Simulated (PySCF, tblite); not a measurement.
**C3H9OSi radical, a small gas-phase stand-in for a defect centre (C site with back bonds O[SiH3], C, C): EPR parameters**

Wanted: the EPR parameters for `C[C](C)O[SiH3]`. It is drawn as: dangling bond.

Computed with tblite 0.8.0 and PySCF 2.14.0; each step states its level. No surroundings beyond the atoms listed, unless a continuum is named. Atoms count from 0, parts from 1.

## 1. The system as given

14 atoms, charge 0, multiplicity 2; geometry: distance geometry start.

## 2. Geometry optimisation with GFN2-xTB

The job: settings as JSON, then the geometry in Å.

```
{"job": {"kind": "relax", "xc": "GFN2-xTB", "basis": "xTB"}, "charge": 0, "multiplicity": 2}
C      1.015121    -0.426447    -0.868562
O      0.888878    -0.707369     0.497883
Si    -0.476854    -1.528583     1.261118
C      0.889707     0.955381    -1.270246
C      2.011857    -1.226264    -1.556462
H     -0.421272    -1.364757     2.668059
H     -0.428486    -2.917931     0.933217
H     -1.687194    -0.957006     0.773508
H      1.615228     1.519998    -0.785985
H     -0.052921     1.310138    -1.012309
H      1.019014     1.032102    -2.288073
H      1.552314    -2.070013    -2.035099
H      2.492995    -0.624363    -2.266059
H      2.735455    -1.568043    -0.877417
```

Level: GFN2-xTB geometry optimisation, gas phase.

Started as:

```
> OMP_NUM_THREADS=1 python cluster_run.py task.json out
```

This one command runs all jobs of the session in turn.

**Question.** The jobs that follow are: PBE0-D3(BJ)/def2-SVP geometry optimisation, gas phase; UKS B3LYP, IGLO-III on C O Si, pcH-1 on H, non-relativistic, mean-field spin-orbit, GIAO; UKS BHandHLYP, IGLO-III on C O Si, pcH-1 on H, non-relativistic, mean-field spin-orbit, GIAO. Predict: point group; rotational constants (main isotopes); g(iso) (B3LYP); ⟨S²⟩; largest a(iso).

As calculated:

| quantity | value |
| --- | --- |
| point group | C1 |
| rotational constants (main isotopes) | 7.60, 2.35, 1.89 GHz |
| g(iso) (B3LYP) | 2.00296 |
| ⟨S²⟩ | 0.754 (exact 0.75) |
| largest a(iso) | 13C on C0, 164.9 MHz |

The start of the PBE0/def2-SVP relaxation was shaken at random by about 0.01 Å, so part of the energy gained, and of the first lengths quoted, undoes that. Relaxing lowered the energy by 0.312 eV in 9 steps; the close pair that moved most is Si2–H7, from 1.439 to 1.495 Å (PBE0/def2-SVP). Most of the unpaired spin sits on C0 (0.91 e). The isotropic g lies 0.6 ppt above the free-electron value. The coupling of 13C on C0 runs from 164.9 (B3LYP/IGLO-III+pcH-1) to 202.9 MHz (BHandHLYP/IGLO-III+pcH-1). A capped cluster stands for the solid here, so long-range fields and strain are missing, and bands or shifts of the capping hydrogens have no counterpart in it.
